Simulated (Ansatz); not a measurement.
**AlCl2HO: a dynamics run in two tries**

Aim: a short trajectory for this system.

Program: Ansatz 0.2.0. Level of theory: RKS PBE-D4/def2-SVP. These are calculated values, not measurements.

## 1. Starting point

Bond lengths: Al1–O2 1.751 Å, O2–H3 1.011 Å, Al1–Cl4 2.312 Å, Al1–Cl5 2.042 Å. Angles: Al1–O2–H3 108.0°, O2–Al1–Cl4 114.1°, O2–Al1–Cl5 121.9°, Cl4–Al1–Cl5 121.5°.

Structure file:

```xyz
5

Al   -0.1571    0.2231   -0.0294
O    -0.2394    0.1720    1.7190
H     0.5780   -0.3174    2.0567
Cl    1.9413   -0.2245   -0.8904
Cl   -1.8320    0.1144   -1.1924
```

## 2. First try

Contents of input.yaml:

```yaml
crystal:
  periodic: [false, false, false]
  atoms:
    - { symbol: Al, position_ang: [-0.157125, 0.223075, -0.029407] }
    - { symbol: O, position_ang: [-0.239393, 0.171976, 1.719037] }
    - { symbol: H, position_ang: [0.578003, -0.317411, 2.056657] }
    - { symbol: Cl, position_ang: [1.941319, -0.22453, -0.890376] }
    - { symbol: Cl, position_ang: [-1.831981, 0.114402, -1.192409] }
basis:
  gaussian: { orbitals: def2-SVP }
hamiltonian:
  xc: pbe
  dispersion: d4
md:
  timestep: 1.0
  n_steps: 25
  ensemble: nvt_langevin
  temperature: 700.0
  initial_velocities: maxwell_boltzmann
  seed: 354462
  temperature_schedule: [{ n_steps: 500, end_temperature: 100.0 }]
```

On the command line:

```
$ ansatz run input.yaml --threads 1 --pin off --max-ram 2048MiB --backend cpu --events-out ev --progress --plain --runs-dir out
```

Before running it: what results should come out? Wanted: first try.

**Answer**, as computed:

| quantity | value |
| --- | --- |
| first try | refused |
| cause | the schedule's stages add up to more steps than the run has |

What this shows: The fault in the first input was caught at the input check and cost nothing.
